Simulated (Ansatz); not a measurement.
# FH₂SeSn+ (SMILES [F][SnH+][SeH]): one structure at several levels

An exercise on one series of results from a longer session: the logs are not shown, and one member is left open.

The runs use Ansatz 0.2.0, Gaussian basis; single points in def2-TZVPP.

Correlated methods freeze the cores. Filled d shells of the heavier atoms are correlated. Core potentials replace the inner electrons past krypton, and spin-orbit coupling is left out. B3LYP uses VWN-RPA correlation.

### The starting structure

SMILES `[F][SnH+][SeH]`, 5 atoms, charge 1, spin multiplicity 1.

Atoms are counted from 1 here; the program's logs count them from 0.

Bond lengths: F1–Sn2 1.878 Å, Sn2–Se3 2.492 Å, Sn2–H4 1.824 Å, Se3–H5 1.577 Å. Angles: F1–Sn2–Se3 97.0°, F1–Sn2–H4 99.7°, Se3–Sn2–H4 162.3°, Sn2–Se3–H5 100.4°.

Geometry (Å):

```csv
atom,x (Å),y (Å),z (Å)
F1,-1.8880,0.1858,0.9146
Sn2,-0.5230,-0.3834,-0.2422
Se3,1.2170,1.2291,0.5218
H4,-1.3413,-1.8292,-0.9945
H5,2.4556,0.7307,-0.3171
```

The first run:

File run/in.yaml:

```yaml
crystal:
  periodic: [false, false, false]
  atoms:
    - {symbol: F, position_ang: [-1.888000, 0.185800, 0.914600]}
    - {symbol: Sn, position_ang: [-0.523000, -0.383400, -0.242200]}
    - {symbol: Se, position_ang: [1.217000, 1.229100, 0.521800]}
    - {symbol: H, position_ang: [-1.341300, -1.829200, -0.994500]}
    - {symbol: H, position_ang: [2.455600, 0.730700, -0.317100]}
basis:
  gaussian: {orbitals: def2-TZVPP}
total_charge: 1
correlation: {method: ccsd_t}
output: {forces: true}
```

No record of the launch command was kept for these runs.

Steps of the session up to this table: CCSD(T)/def2-TZVPP; PBE0-D4/def2-TZVPP; wB97M-V/def2-TZVPP; r2SCAN-D4/def2-TZVPP; PBE-D4/def2-TZVPP; B3LYP-D4/def2-TZVPP; CAM-B3LYP-D4/def2-TZVPP.

One table of the session follows, with a row left open; its other results are not shown here.

```
      method  RMS force component (eV/Å)  angle to CCSD(T) forces (°)
     CCSD(T)                       0.801                    reference
     PBE0-D4                       0.772                          2.2
     wB97M-V                       0.842                          3.6
   r2SCAN-D4                       0.754                          4.9
      PBE-D4                       0.692                         23.6
    B3LYP-D4                           ?                            ?
CAM-B3LYP-D4                       0.820                          2.1
```

Q: Estimate the row for B3LYP-D4 from the others.

The run gave: RMS force component (eV/Å): 0.757; angle to CCSD(T) forces (°): 13.9. In the column «RMS force component (eV/Å)» it lies between r2SCAN-D4 (0.754) and PBE0-D4 (0.772).

Limits of these values: CCSD(T) in triple zeta still lacks some correlation energy of the bonds, so part of these gaps is its own basis error and they don't rank the functionals.
